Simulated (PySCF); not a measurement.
# F6Ge3 (cyclo-(GeF2)3): the cost of one run

Programs: PySCF 2.14.0, with routines of our own; each step states its level. All values are computed. Atoms count from 0.

## (1) The system as given

9 atoms, charge 0, multiplicity 1; geometry from: GFN1-xTB.

## (2) Magnetic properties: GIAO BP86/def2-SVP

Job settings and geometry (Å):

```
{"job": {"kind": "mag", "xc": "BP86", "basis": "def2-SVP"}, "charge": 0, "multiplicity": 1}
Ge    -1.466990     0.285660     0.245070
F     -2.265490    -1.084820     1.026390
F     -1.628970     1.392410     1.610810
Ge     0.593410     0.212630    -1.378780
F      0.275650     1.875050    -1.884250
F     -0.384310    -0.551780    -2.637930
Ge     0.867490    -0.529200     1.126170
F      2.351150     0.423640     1.273110
F      1.658080    -2.023600     0.619420
```

Method: GIAO BP86/def2-SVP magnetisability, rotational g tensor and spin-rotation constants, non-relativistic, gas phase.

The run is started by

```console
OMP_NUM_THREADS=1 python excited_run.py task.json out
```

One launch serves the whole session: the jobs run in the order shown.

**Question.** How long does this first job take on 1 thread of Arm Neoverse N1, shared host, and how much memory does it need?

About 82 s, with a peak of 0.79 GiB.
